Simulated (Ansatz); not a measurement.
**AsH4NTe: one species, many methods**

How much do the methods differ for AsH4NTe? The plan is to run it at one geometry with functionals of several rungs and with coupled cluster. The yardstick is the atomisation energy at the CCSD(T) limit.

Computed with Ansatz 0.2.0, Gaussian basis. Level: functionals in def2-TZVPP, the program's frozen cores in correlated methods.

Levels to be run: PBE-D4, r2SCAN-D4, PBE0-D4, B3LYP-D4, ωB97X-V, ωB97M-V, B2PLYP; CCSD(T)/def2-TZVPP; CCSD(T)/def2-QZVPP; extrapolation to the limit.

### 1 The relaxed structure

The geometry comes from an earlier relaxation with PBE0-D4 in a triple-zeta def2 set; it is a stationary point, not always the lowest conformer. Te takes the def2 core potential; no spin-orbit term is included.

SMILES `N[AsH][TeH]`, 7 atoms, charge 0, spin multiplicity 1.

Atoms are counted from 1 here; the program's logs count them from 0.

Bond lengths: N1–As2 1.846 Å, N1–H4 1.011 Å, N1–H5 1.010 Å, As2–Te3 2.579 Å, As2–H6 1.534 Å, Te3–H7 1.658 Å. Angles: As2–N1–H4 111.6°, As2–N1–H5 116.5°, H4–N1–H5 110.5°, N1–As2–Te3 100.9°, N1–As2–H6 100.5°, Te3–As2–H6 88.5°, As2–Te3–H7 91.9°.

### 2 PBE-D4 (GGA)

in.yaml

```yaml
crystal:
  periodic: [false, false, false]
  atoms:
    - {symbol: N, position_ang: [-1.230535, -0.170990, -0.391898]}
    - {symbol: As, position_ang: [0.389380, 0.701279, -0.540075]}
    - {symbol: Te, position_ang: [1.819898, -0.640273, 1.134315]}
    - {symbol: H, position_ang: [-1.844793, 0.052140, -1.163388]}
    - {symbol: H, position_ang: [-1.717428, -0.071253, 0.486917]}
    - {symbol: H, position_ang: [0.221448, 1.784607, 0.533181]}
    - {symbol: H, position_ang: [2.362020, -1.655519, -0.059062]}
basis:
  gaussian: {orbitals: def2-TZVPP}
hamiltonian: {xc: pbe, dispersion: d4}
output: {forces: true, orbitals: {seedname: orbitals}}
```

Command:

```console
ansatz run in.yaml --threads 2 --pin off --events-out ev --progress --plain --max-ram 32768MiB --backend cpu
```

After this run come: r2SCAN-D4 (meta-GGA); PBE0-D4 (hybrid); B3LYP-D4 (hybrid); ωB97X-V (range-separated); ωB97M-V (range-separated); B2PLYP (double hybrid); CCSD(T) in def2-TZVPP; CCSD(T) in def2-QZVPP.

Before running them: what should the planned runs give, taken together? Wanted: atomisation energy, CCSD(T)/CBS; farthest; mean size of error, hybrid; mean size of error, range-separated; gap, smallest and largest; T1 diagnostic; triples share of the correlation energy.

As calculated:

```
                               quantity                                value
        atomisation energy, CCSD(T)/CBS                        1847.0 kJ/mol
 functionals within 18.5 kJ/mol (1.0 %)           B3LYP-D4, ωB97X-V, ωB97M-V
                               farthest                PBE-D4 (+40.7 kJ/mol)
             mean size of error, hybrid                          16.9 kJ/mol
    mean size of error, range-separated                          15.2 kJ/mol
              gap, smallest and largest  3.44 eV (PBE-D4), 9.30 eV (ωB97X-V)
                          T1 diagnostic                               0.0112
triples share of the correlation energy                                3.2 %
```

What this shows: PBE-D4 misses by +40.7 kJ/mol. Double hybrids carry the basis error of their MP2 part in triple zeta, and no dispersion term here, so their miss is partly the set-up's. Misses under about 18.5 kJ/mol are within the doubt on the reference itself, which lacks core-valence correlation, spin-orbit coupling and higher excitations, and its outer-core shells are covered unevenly. All levels share the lack of spin-orbit coupling, which lowers the free heavy atoms and so the true binding. Hartree-Fock recovers 59 % of the binding; the rest is correlation. Orbital gaps span 3.4 to 9.3 eV; exact exchange widens them. Correlated methods include outer-core shells of As, Te, which these sets cover unevenly.
